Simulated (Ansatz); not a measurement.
Predict the output of the script below (the Python package of Ansatz (0.2.0)).

`tae_fgeh4si.py`
```python
# -*- coding: utf-8 -*-
from collections import Counter

import ansatz as az


def energy_of(molecule, charge=0, unpaired=0):
    calc = (
        molecule.calculation()
        .basis(gaussian="6-31G*")
        .functional("hf")
    )
    if charge:
        calc = calc.charge(charge)
    if unpaired:
        calc = calc.spin("collinear", total=unpaired)
    report = calc.run(threads=1).report
    if report["published_state_doubts"]:
        print("  doubts:", report["published_state_doubts"])
    return report["free_energy_ev"]


def main():
    geometry = (
        az.Crystal.molecule()
        .atom("F", (-0.8288, -1.7863, 1.4971))
        .atom("Si", (-0.9032, -1.0984, -0.073))
        .atom("Ge", (0.2694, 0.8827, -0.1163))
        .atom("H", (-0.2159, -2.0412, -1.0117))
        .atom("H", (0.2854, 1.4675, -1.5519))
        .atom("H", (-0.3387, 1.9053, 0.8839))
        .atom("H", (1.7929, 0.6022, 0.3262))
    )

    unpaired = {"F": 1, "Si": 2, "Ge": 2, "H": 1}
    counts = Counter(site.symbol for site in geometry.cartesian_sites)
    atom_energy = {s: energy_of(az.Crystal.molecule().atom(s, (0, 0, 0)), 0, unpaired[s]) for s in counts}
    whole = energy_of(geometry, 0, 1)
    for s, e in atom_energy.items():
        print(f"{s:2s} x{counts[s]}  {e:14.5f} eV")
    print(f"FGeH4Si: {whole:.5f} eV")
    split = sum(counts[s] * e for s, e in atom_energy.items()) - whole
    print(f"atomisation energy (no zero-point term): {23.060548 * split:.1f} kcal/mol, {split / sum(counts.values()):.3f} eV an atom")


if __name__ == "__main__":
    main()
```

```console
$ python tae_fgeh4si.py
F  x1     -2703.85822 eV
Si x1     -7859.51328 eV
Ge x1    -56464.65567 eV
H  x4       -13.55761 eV
FGeH4Si: -67096.65006 eV
atomisation energy (no zero-point term): 331.9 kcal/mol, 2.056 eV an atom
```

331.9 kcal/mol from the electronic energies, without the zero-point term.

What to keep in mind:
- Total energies depend on the basis set; only differences at equal settings carry meaning.
- The geometry is a force-field or estimated start, not a minimum of this method, and the basis set is short of its limit. All parts are taken at fixed geometry, without zero-point energy.
- The run takes the species as open-shell (spin multiplicity 2), which needn't be its ground state.
- Hartree-Fock leaves correlation out, so bond, atomisation and ionisation energies come out well too low.
- It ran for 2.1 s on 1 thread of Arm Neoverse V2, on a shared host, peak memory 0.22 GiB.
